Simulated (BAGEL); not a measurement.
**AlH2SF3 (SMILES [F][Al-]([F])([F])[SH2+]) at B3LYP/6-31G(d) (density fitting with qzvpp-jkfit, spherical functions)**

Aim: the energy change on altering one bond length of AlH2SF3 at B3LYP/6-31G* (density fitting with qzvpp-jkfit, spherical functions), from 2 runs. 

Program for the calculation: BAGEL 1.2.2.

## Step 1: The system as given

The species is AlH2SF3 (7 atoms), meant as a singlet with charge 0. SMILES: `[F][Al-]([F])([F])[SH2+]`. Geometry: relaxed at PBE0-D4/def2-TZVP.

Bond lengths: F1–Al2 1.651 Å, Al2–F3 1.648 Å, Al2–F4 1.648 Å, Al2–S5 2.458 Å, S5–H6 1.346 Å, S5–H7 1.346 Å. Angles: F1–Al2–F3 117.2°, F1–Al2–F4 117.2°, F1–Al2–S5 99.1°, F3–Al2–F4 118.9°, F3–Al2–S5 98.5°, F4–Al2–S5 98.5°, Al2–S5–H6 94.7°, Al2–S5–H7 94.6°, H6–S5–H7 92.8°.

## Step 2: A single-point energy at B3LYP/6-31G(d) (density fitting with qzvpp-jkfit, spherical functions)

Input file input.json:

```json
{ "bagel": [

{
  "title": "molecule",
  "basis": "6-31gs.json",
  "df_basis": "qzvpp-jkfit",
  "angstrom": "true",
  "geometry": [
    { "atom": "F", "xyz": [   -0.582800,   -0.881200,    1.509400 ] },
    { "atom": "Al", "xyz": [    0.280700,   -0.968400,    0.104600 ] },
    { "atom": "F", "xyz": [   -0.412500,   -1.770100,   -1.157900 ] },
    { "atom": "F", "xyz": [    1.924100,   -0.949000,    0.228600 ] },
    { "atom": "S", "xyz": [   -0.052000,    1.330700,   -0.699800 ] },
    { "atom": "H", "xyz": [    0.220900,    1.903000,    0.487200 ] },
    { "atom": "H", "xyz": [   -1.378300,    1.335100,   -0.472000 ] }
  ]
},
{ "title": "ks", "xc_func": "b3lyp" },
{ "title": "print", "file": "orbitals.molden", "orbitals": "true" }

]}
```

The basis set 6-31G* is read from a file made from the Basis Set Exchange's data (not shown).

Run with:

```sh
$ BAGEL_NUM_THREADS=1 BAGEL input.json > input.out
```

The log of the run:

```text
* using 1 threads per process

  ===============================================================
  ===============================================================

  *** Geometry ***

  { "atom" : "F", "xyz" : [     -1.101332,     -1.665227,      2.852353 ] },
  { "atom" : "Al", "xyz" : [      0.530446,     -1.830011,      0.197665 ] },
  { "atom" : "F", "xyz" : [     -0.779512,     -3.345004,     -2.188114 ] },
  { "atom" : "F", "xyz" : [      3.636022,     -1.793350,      0.431991 ] },
  { "atom" : "S", "xyz" : [     -0.098266,      2.514659,     -1.322430 ] },
  { "atom" : "H", "xyz" : [      0.417441,      3.596149,      0.920675 ] },
  { "atom" : "H", "xyz" : [     -2.604610,      2.522973,     -0.891951 ] },

  Number of auxiliary basis functions:      523

  Since a DF basis is specified, we compute 2- and 3-index integrals:
    o Being stored without compression. Storage requirement is 0.028 GB

  Number of basis functions:       82
  Number of electrons      :       58

    * METHOD: MOLECULE                             0.23

  *** Kohn-Sham DFT ***

    * Removing 12744 points whose weight is below 1.00e-10
    * Grid points: 91598

  === Nuclear Repulsion ===
   301.1583179017

       - DIIS with orbital gradients will be used.

  === KS iteration (b3lyp / 6-31gs.json) ===
      0       -917.03069123          0.13417950           0.31
      1       -884.02825719          0.15138675           0.30
      2       -905.00618104          0.13119021           0.30
      3       -939.99980963          0.05104265           0.30
      4       -938.95237431          0.04703979           0.30
      5       -941.38651544          0.01865605           0.30
      6       -941.42665793          0.01288118           0.30
      7       -941.56838017          0.00308142           0.30
      8       -941.57404998          0.00148957           0.30
      9       -941.57484831          0.00096714           0.30
     10       -941.57529400          0.00014957           0.31
     11       -941.57530357          0.00007641           0.30
     12       -941.57530715          0.00002082           0.30
     13       -941.57530739          0.00000199           0.30
     14       -941.57530739          0.00000039           0.30
     15       -941.57530739          0.00000006           0.30
     16       -941.57530739          0.00000004           0.30
     17       -941.57530739          0.00000001           0.30
    * SCF iteration converged.

    * Permanent dipole moment:
           (    0.558450,    -1.782484,     0.122650) a.u.

    * METHOD: KS                                   5.80

    * METHOD: PRINT                                0.01

  ===============================================================
```

Wall time 6.3 s (1 thread of Arm Neoverse V2, shared host); peak memory 0.4 GiB.

## Step 3: The distorted shape, same level

Input file job.json:

```json
{ "bagel": [

{
  "title": "molecule",
  "basis": "6-31gs.json",
  "df_basis": "qzvpp-jkfit",
  "angstrom": true,
  "geometry": [
    { "atom": "F", "xyz": [      -1.014546,      -0.837600,       2.211793 ] },
    { "atom": "Al", "xyz": [       0.280700,      -0.968400,       0.104600 ] },
    { "atom": "F", "xyz": [      -0.412500,      -1.770100,      -1.157900 ] },
    { "atom": "F", "xyz": [       1.924100,      -0.949000,       0.228600 ] },
    { "atom": "S", "xyz": [      -0.052000,       1.330700,      -0.699800 ] },
    { "atom": "H", "xyz": [       0.220900,       1.903000,       0.487200 ] },
    { "atom": "H", "xyz": [      -1.378300,       1.335100,      -0.472000 ] }
  ]
},

{
  "title": "ks",
  "xc_func": "b3lyp"
},

{
  "title": "print",
  "file": "orbitals.molden",
  "orbitals": true
}

]}
```

The basis set 6-31G* is read from a file made from the Basis Set Exchange's data (not shown).

Run with:

```sh
$ BAGEL_NUM_THREADS=1 BAGEL job.json > job.out
```

The log of the run:

```text
* using 1 threads per process

  ===============================================================
  ===============================================================

  *** Geometry ***

  { "atom" : "F", "xyz" : [     -1.917214,     -1.582835,      4.179683 ] },
  { "atom" : "Al", "xyz" : [      0.530446,     -1.830011,      0.197665 ] },
  { "atom" : "F", "xyz" : [     -0.779512,     -3.345004,     -2.188114 ] },
  { "atom" : "F", "xyz" : [      3.636022,     -1.793350,      0.431991 ] },
  { "atom" : "S", "xyz" : [     -0.098266,      2.514659,     -1.322430 ] },
  { "atom" : "H", "xyz" : [      0.417441,      3.596149,      0.920675 ] },
  { "atom" : "H", "xyz" : [     -2.604610,      2.522973,     -0.891951 ] },

  Number of auxiliary basis functions:      523

  Since a DF basis is specified, we compute 2- and 3-index integrals:
    o Being stored without compression. Storage requirement is 0.028 GB

  Number of basis functions:       82
  Number of electrons      :       58

    * METHOD: MOLECULE                             0.23

  *** Kohn-Sham DFT ***

    * Removing 11934 points whose weight is below 1.00e-10
    * Grid points: 92408

  === Nuclear Repulsion ===
   278.2936159399

       - DIIS with orbital gradients will be used.

  === KS iteration (b3lyp / 6-31gs.json) ===
      0       -913.00107287          0.12393455           0.32
      1       -854.39783448          0.21352108           0.30
      2       -851.07366313          0.18368465           0.31
      3       -862.34192051          0.20141757           0.31
      4       -931.11764156          0.09217560           0.31
      5       -924.28444902          0.06777196           0.31
      6       -932.17789469          0.08447660           0.31
      7       -937.40976404          0.06393390           0.30
      8       -939.67656824          0.04139322           0.31
      9       -940.35715847          0.03414713           0.31
     10       -940.65108304          0.03081373           0.31
     11       -936.78889676          0.07557781           0.30
     12       -941.38634706          0.00889383           0.31
     13       -941.43390725          0.00691014           0.30
     14       -941.45632111          0.00137495           0.30
     15       -941.45730489          0.00063940           0.30
     16       -941.45752805          0.00014849           0.30
     17       -941.45754380          0.00004596           0.30
     18       -941.45754473          0.00001670           0.30
     19       -941.45754490          0.00000430           0.30
     20       -941.45754491          0.00000242           0.30
     21       -941.45754491          0.00000135           0.30
     22       -941.45754491          0.00000033           0.30
     23       -941.45754491          0.00000008           0.31
     24       -941.45754491          0.00000005           0.30
     25       -941.45754491          0.00000002           0.31
     26       -941.45754491          0.00000001           0.31
    * SCF iteration converged.

    * Permanent dipole moment:
           (   -0.009268,    -1.920205,     1.162102) a.u.

    * METHOD: KS                                   8.60

    * METHOD: PRINT                                0.01

  ===============================================================
```

It took 9 s on 1 thread of Arm Neoverse V2, shared host; peak memory 0.4 GiB.

## Step 4: Results

At B3LYP/6-31G* (density fitting with qzvpp-jkfit, spherical functions):

```
                                                          quantity          value
                                         first shape: total energy  -941.57531 Eh
                                        first shape: dipole moment         4.76 D
                                          first shape: HOMO energy       -9.51 eV
                                          first shape: LUMO energy       -1.10 eV
                                        first shape: HOMO–LUMO gap        8.41 eV
                                     distorted shape: total energy  -941.45754 Eh
                                    distorted shape: dipole moment         5.70 D
                                      distorted shape: HOMO energy       -7.12 eV
                                      distorted shape: LUMO energy       -1.78 eV
                                    distorted shape: HOMO–LUMO gap        5.34 eV
energy change with the F1–Al2 bond stretched from 1.651 to 2.477 Å       3.204 eV
```

In words: With the F1–Al2 bond stretched from 1.651 to 2.477 Å the energy rises by 3.20 eV (74 kcal/mol). The first shape isn't relaxed at this level, so the change isn't measured from a minimum.
